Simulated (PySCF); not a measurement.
# BH8OPSi2: the cost of one run

Computed with PySCF 2.14.0 and routines of our own; the level stands in each step. Atoms count from 0.

## (1) The starting structure

13 atoms, charge 0, multiplicity 1; geometry from: PBE0-D3(BJ)/def2-SVP.

## (2) Magnetic properties: GIAO B97-2/pcSseg-1

Job settings and geometry (Å):

```
{"job": {"kind": "mag", "xc": "B97-2", "basis": "pcSseg-1"}, "charge": 0, "multiplicity": 1}
B      2.924902     0.270533     0.366768
P      1.240062     0.905671    -0.043788
Si     0.095985    -0.772912    -0.988312
O     -1.530108    -0.478274    -0.901109
Si    -2.710701     0.101682     0.117145
H      3.890444     0.982361     0.245284
H      3.015374    -0.819312     0.877447
H      1.373466     1.913428    -1.032667
H      0.434577    -0.943291    -2.427266
H      0.466814    -1.982236    -0.198110
H     -3.982093     0.176903    -0.653919
H     -2.337947     1.460411     0.611862
H     -2.881802    -0.815873     1.282931
```

Level: GIAO B97-2/pcSseg-1 magnetisability, rotational g tensor and spin-rotation constants, non-relativistic, gas phase.

Started as:

```sh
> OMP_NUM_THREADS=1 python excited_run.py task.json out
```

This one command runs all jobs of the session in turn.

**Question.** How long does this first job take on 1 thread of AMD EPYC 9R45, shared host, and how much memory does it need?

About 12 s, with a peak of 0.75 GiB.
